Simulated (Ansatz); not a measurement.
# AlCu: shifting one sublattice

The task, for AlCu: measure how stiffly every Cu atom is held.

Method: DFT PBEsol, scalar-relativistic, plane waves, PAW, in Ansatz 0.2.0.

## (1) Starting point

It takes space group Pm-3m (No. 221, cubic). Conventional cell: a = 2.998 Å, b = 2.998 Å, c = 2.998 Å, α = 90.00°, β = 90.00°, γ = 90.00°. Around Al (site symmetry m-3m) lie 8 Cu at 2.60 Å. Cu (site symmetry m-3m) has 8 Al at 2.60 Å in its first shell of neighbours.

Coordinates:

```xyz
2
Lattice="2.9975 0.0000 0.0000 0.0000 2.9975 0.0000 0.0000 0.0000 2.9975" Properties=species:S:1:pos:R:3 pbc="T T T"
Al    0.0000    0.0000    0.0000
Cu    1.4988    1.4988    1.4988
```

It goes back to an entry of the Materials Project, which need not be the stable form.

No relaxation comes first: the listed cell is the starting point.

## (2) The reference cell

The reference gives a free energy of -7113.6241 eV, pressure -4.85 GPa, largest force 0.000 eV/Å and gap on the mesh none (metal). It was computed beforehand with the settings of the runs below.

## (3) The scan: shifting one sublattice

Every Cu atom is moved by x along the Cartesian unit vector (0.000, 0.000, 1.000); the cell and all other atoms stay fixed. Forces below are components along that vector, summed over the moved atoms.

## (4) Point x = -0.500 Å

The input, input.yaml:

```yaml
crystal:
  lattice:
    - [2.997509, 0.0, 0.0]
    - [0.0, 2.997509, 0.0]
    - [0.0, 0.0, 2.997509]
  atoms:
    - { symbol: Al, position: [0.0, 0.0, 0.0] }
    - { symbol: Cu, position: [0.5, 0.5, 0.3331948294] }
basis:
  ecutwfc: 420
kpoints:
  mp_grid: { grid: [16, 16, 16] }
hamiltonian:
  xc: pbesol
scf:
  occupations: { method: gaussian, width: 0.15 }
output:
  forces: true
  stress: true
  eigenvalues: true
```

Started as:

```console
> ansatz run input.yaml --threads 1 --pin off --max-ram 2560MiB --backend cpu --events-out ev --progress --plain --runs-dir out
```

## (5) x = 0.375 Å

Changes to input.yaml since step 4:

```diff
@@ -7,3 +7,3 @@
     - { symbol: Al, position: [0.0, 0.0, 0.0] }
-    - { symbol: Cu, position: [0.5, 0.5, 0.3331948294] }
+    - { symbol: Cu, position: [0.5, 0.5, 0.6251038779] }
 basis:
```

## (6) x = -0.250 Å

Changes to input.yaml since step 5:

```diff
@@ -7,3 +7,3 @@
     - { symbol: Al, position: [0.0, 0.0, 0.0] }
-    - { symbol: Cu, position: [0.5, 0.5, 0.6251038779] }
+    - { symbol: Cu, position: [0.5, 0.5, 0.4165974147] }
 basis:
```

## (7) x = 0.125 Å

Changes to input.yaml since step 6:

```diff
@@ -7,3 +7,3 @@
     - { symbol: Al, position: [0.0, 0.0, 0.0] }
-    - { symbol: Cu, position: [0.5, 0.5, 0.4165974147] }
+    - { symbol: Cu, position: [0.5, 0.5, 0.5417012926] }
 basis:
@@ -20 +20,5 @@
   eigenvalues: true
+  write_density: true
+  write_potential: true
+  elf: true
+  volumetric_format: npy
```

## (8) At x = 0.438 Å

Changes to input.yaml since step 7:

```diff
@@ -7,3 +7,3 @@
     - { symbol: Al, position: [0.0, 0.0, 0.0] }
-    - { symbol: Cu, position: [0.5, 0.5, 0.5417012926] }
+    - { symbol: Cu, position: [0.5, 0.5, 0.6459545242] }
 basis:
@@ -20,5 +20 @@
   eigenvalues: true
-  write_density: true
-  write_potential: true
-  elf: true
-  volumetric_format: npy
```

## (9) Point x = 0.312 Å

Changes to input.yaml since step 8:

```diff
@@ -7,3 +7,3 @@
     - { symbol: Al, position: [0.0, 0.0, 0.0] }
-    - { symbol: Cu, position: [0.5, 0.5, 0.6459545242] }
+    - { symbol: Cu, position: [0.5, 0.5, 0.6042532316] }
 basis:
```

## (10) Point x = 0.188 Å

Changes to input.yaml since step 9:

```diff
@@ -7,3 +7,3 @@
     - { symbol: Al, position: [0.0, 0.0, 0.0] }
-    - { symbol: Cu, position: [0.5, 0.5, 0.6042532316] }
+    - { symbol: Cu, position: [0.5, 0.5, 0.562551939] }
 basis:
@@ -20 +20,5 @@
   eigenvalues: true
+  write_density: true
+  write_potential: true
+  elf: true
+  volumetric_format: npy
```

## (11) Point x = 0.062 Å

Changes to input.yaml since step 10:

```diff
@@ -7,3 +7,3 @@
     - { symbol: Al, position: [0.0, 0.0, 0.0] }
-    - { symbol: Cu, position: [0.5, 0.5, 0.562551939] }
+    - { symbol: Cu, position: [0.5, 0.5, 0.5208506463] }
 basis:
@@ -20,5 +20 @@
   eigenvalues: true
-  write_density: true
-  write_potential: true
-  elf: true
-  volumetric_format: npy
```

(Steps that only read results are left out.)

Q: Predict the outcome of this session.

As calculated:

| quantity | value |
| --- | --- |
| force constant along x, from the points at -0.250, 0 and 0.062 Å | 3.69 eV/Å² |

What this shows: The restoring force grows by 3.69 eV/Å per Å near the site. The step of 0.25 Å is wide, so anharmonic terms mix in. No sampled point lies below the undisturbed cell.
